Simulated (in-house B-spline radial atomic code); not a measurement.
# Pb: the cost of one run

The numbers are computed with an in-house B-spline radial atomic code, version 1 (Dirac-Hartree-Fock, RPA and Brueckner orbitals, sums over states, B-spline basis), except any that are marked as measured or tabulated.

## 1. Starting point

- element: lead (Z = 82)
- charge: +41
- closed core: [Kr] 4d3/2^4
- nucleus: mass number 208, rms radius 5.501 fm
- note: closed in jj coupling only

## 2. The run

Settings:

```ini
basis_form = 2
Z = 82
core_configuration = [Kr] 4d-4
rms_radius = 5.5012
mass_number = 208
speed_of_light = 137.035999084
box_radius = 1.667
lmax = 6
intervals = 55
virtual_cutoff = 13448.0
```

Run with:

```console
$ python run_mb.py task.json out
```

What time and memory should one allow on 1 thread of Arm Neoverse V2, shared host?

About 23 s, with a peak of 0.23 GiB.
